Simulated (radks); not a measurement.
**Spin polarisation of the 3p shell in Cl**

Aim: the energy gained and the exchange splitting as electrons of the 3p shell of Cl are turned from spin down to spin up.

Program: radks (a radial shooting solver on a logarithmic mesh, Libxc functionals) version 1. Level of theory: scalar-relativistic Kohn-Sham, PBE, spin-polarised, spherical densities, finite nucleus. These are calculated values, not measurements, unless marked.

### 1 The atom as given

| Item | Value |
| --- | --- |
| element | chlorine (Z = 17) |
| charge | 0 |
| electrons | 17 |
| configuration | [Ne] 3s2 3p(up 2.5, down 2.5) |
| nuclear rms radius | 3.3654 fm |

A shell typed twice in an input gives spin up, then spin down.

### 2 No moment

The run's settings:

```text
Z 17
configuration [Ne] 3s2 3p2.5 3p2.5
relativity scalar-relativistic
functional pbe,pbe
spin polarised
nucleus finite rms 3.3654 fm
c 137.035999084
```

### 3 moment 0.25 in 3p

The run's settings:

```text
Z 17
configuration [Ne] 3s2 3p2.625 3p2.375
relativity scalar-relativistic
functional pbe,pbe
spin polarised
nucleus finite rms 3.3654 fm
c 137.035999084
```

### 4 moment 0.5 in 3p

The run's settings:

```text
Z 17
configuration [Ne] 3s2 3p2.75 3p2.25
relativity scalar-relativistic
functional pbe,pbe
spin polarised
nucleus finite rms 3.3654 fm
c 137.035999084
```

### 5 moment 0.75 in 3p

The run's settings:

```text
Z 17
configuration [Ne] 3s2 3p2.875 3p2.125
relativity scalar-relativistic
functional pbe,pbe
spin polarised
nucleus finite rms 3.3654 fm
c 137.035999084
```

### 6 moment 1 in 3p

The run's settings:

```text
Z 17
configuration [Ne] 3s2 3p3 3p2
relativity scalar-relativistic
functional pbe,pbe
spin polarised
nucleus finite rms 3.3654 fm
c 137.035999084
```

What does the calculation give? Wanted: for each run, moment; E − E(0); ε(3p up); ε(3p down); splitting.

**Answer**, as computed:

| moment (μB) | E − E(0) (eV) | ε(3p up) (eV) | ε(3p down) (eV) | splitting (eV) |
| --- | --- | --- | --- | --- |
| 0 | 0.000 | -8.595 | -8.595 | 0.000 |
| 0.25 | -0.014 | -8.702 | -8.484 | 0.219 |
| 0.5 | -0.055 | -8.805 | -8.367 | 0.438 |
| 0.75 | -0.123 | -8.903 | -8.246 | 0.657 |
| 1 | -0.219 | -8.996 | -8.119 | 0.877 |

**Reading.** At a moment of 1 μB the energy has fallen by 0.22 eV and the 3p levels split by 0.88 eV, 0.877 eV per μB. The Stoner form E = −I m²/4 would give I = 0.876 eV. The energy falls at every step.
